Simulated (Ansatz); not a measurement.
# YSb, space group Fm-3m: a check of PAW against all-electron LAPW

Computed with Ansatz 0.2.0, Python API.

`ysb.cif`
```cif
data_YSb
_cell_length_a 4.376991
_cell_length_b 4.376991
_cell_length_c 4.376991
_cell_angle_alpha 60.00000
_cell_angle_beta 60.00000
_cell_angle_gamma 60.00000
_symmetry_space_group_name_H-M 'P 1'
_symmetry_Int_Tables_number 1
loop_
_symmetry_equiv_pos_as_xyz
'x, y, z'
loop_
_atom_site_label
_atom_site_type_symbol
_atom_site_fract_x
_atom_site_fract_y
_atom_site_fract_z
Y1 Y    0.500000    0.500000    0.500000
Sb2 Sb    0.000000    0.000000    0.000000
```

The cells in order, each with its output:

**Cell 1**
```python
import ansatz as az
from ase.io import read
import numpy as np

SMEARING = "fermi_dirac"
SIGMA = 0.1
MESH = (8, 8, 8)
```

**Cell 2**
```python
def count_gap(report):
    # lowest empty less highest filled band, counting bands; zero where they overlap
    return max(report.get("gap_by_band_count_ev") or 0.0, 0.0)
```

**Cell 3**
```python
atoms = read("ysb.cif")
structure = az.Crystal.from_ase(atoms)
```

**Cell 4**
```python
base = (
    structure.calculation()
    .functional(az.Functional.PBESOL)
    .occupations(SMEARING, width=SIGMA)
    .kpoints(*MESH, center="gamma")  # sampling of the Brillouin zone
    .stress()  # GPa
    .forces()  # minus the gradient of the free energy
    .band_table()  # levels at the mesh points
)
variants = {
    "PAW": base.pseudopotentials("paw", azcp={"folder": "soft_1"}),
    "LAPW": base.pseudopotentials("all_electron", lapw=True),
}
# totals differ by the cores that each treatment holds, so compare what does not depend on them
rows = []
for label, variant in variants.items():
    rep = variant.run().report
    levels = np.array(rep["eigenvalues_ev"][0]) - rep["fermi_energy_ev"]
    print(label, "levels at the first k-point near E_F:", np.round(levels[np.abs(levels) < 5], 3))
    rows.append((label, rep["n_electrons"], np.trace(rep["stress_gpa"]) / 3, count_gap(rep)))
for row in rows:
    print("; ".join(f"{name} = {round(v, 4) if isinstance(v, float) else v}" for name, v in zip(["treatment", "electrons in bands", "P GPa", "gap by band count eV"], row)))
```
Output:
```text
DeckWarning: basis.ecutwfc = 420 eV, auto-derived from the records' recommended cutoffs: set by Y (normal level)
DeckWarning: soft_1/Y.paw.azcp: the record states the generating functional pbe (its physics header spells it `PBE`), which answers neither for hamiltonian.xc's functional nor for the pbesol family's — results may be inconsistent (PPs are generated against a specific XC)
DeckWarning: soft_1/Sb.paw.azcp: the record states the generating functional pbe (its physics header spells it `PBE`), which answers neither for hamiltonian.xc's functional nor for the pbesol family's — results may be inconsistent (PPs are generated against a specific XC)
PAW levels at the first k-point near E_F: [0.736 0.736 0.736 1.08  1.08  1.08  1.698]
LAPW levels at the first k-point near E_F: [0.735 0.735 0.735 1.08  1.08  1.08  1.698 1.698]
treatment = PAW; electrons in bands = 26.0; P GPa = -2.1581; gap by band count eV = 0.0
treatment = LAPW; electrons in bands = 50.0; P GPa = -2.1545; gap by band count eV = 0.0
```

PAW gives -2.158 GPa and LAPW -2.155 GPa, 0.004 GPa apart. They took 1.1 and 7.1 s of processor time.

Caveats:
- The computed bands are complete only to about 1.7 eV above the Fermi level.
- The mesh is modest for a metal, so energies can be off by several to tens of meV an atom and pressures by half a GPa or more; differences at equal mesh fare better.
- A gap by band count of zero or less means overlapping bands, a metal.
- Of the deposited cell: the entry's cell lengths or inner coordinates differ somewhat from later room-temperature determinations.
- The PAW files read here were made with PBE, not with each functional that runs on them.
- The structure is a deposited one; some such entries were measured under pressure or heat, so a shift against it needn't be the functional's error alone.
- Gaps and levels are Kohn-Sham values on a finite set of k-points, without spin-orbit coupling.
- Warnings are shown shortened and without file and line.
- Pressure is positive in compression; the treatments may keep other shells as core, so totals and counts of electrons can differ.
- Timing: 9.2 s on 1 thread of Intel(R) Xeon(R) Processor @ 2.30GHz, on a shared host, peak memory 0.66 GiB.
